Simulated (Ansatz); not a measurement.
Ti3Se:

```
Se Ti
1.0
     3.19745    0.00000    0.00000
    -1.59872    2.76907    0.00000
     0.00000    0.00000    7.94275
Se Ti
1 3
Direct
  0.00000 0.00000 0.00000
  0.66667 0.33333 0.50000
  0.33333 0.66667 0.77290
  0.33333 0.66667 0.22710
```

The cell comes from a database or a generator and needn't be the stable form of this composition.

Base run:

```yaml
Program: Ansatz 0.2.0
Functional: PBEsol
Potentials_or_basis: all-electron LAPW, scalar-relativistic
Cutoff: 245 eV
Density_cutoff: 978 eV
Basis_error_allowed: 0.002 eV/atom
k_mesh: 10 × 10 × 4
Occupations: fermi-dirac, width 0.05 eV
Spin: no spin polarisation
```

Its results: pressure -4.5 GPa; largest force 0.097 eV/Å.

Task: After a change of settings the same cell gave: pressure 0.1 GPa; largest force 0.021 eV/Å. Which change was it?
A. functional from PBEsol to PBE
B. potentials or basis from all-electron LAPW, scalar-relativistic to all-electron LAPW, inner shells corrected to Dirac's equation
C. k mesh from 10 × 10 × 4 to 6 × 6 × 2; occupations from fermi-dirac, width 0.05 eV to fermi-dirac, width 0.03 eV
D. k mesh from 10 × 10 × 4 to 8 × 8 × 3

Result: A.

PBE binds less tightly than PBEsol, so the same cell stands under more pressure.

Not every run made on this cell is shown here.
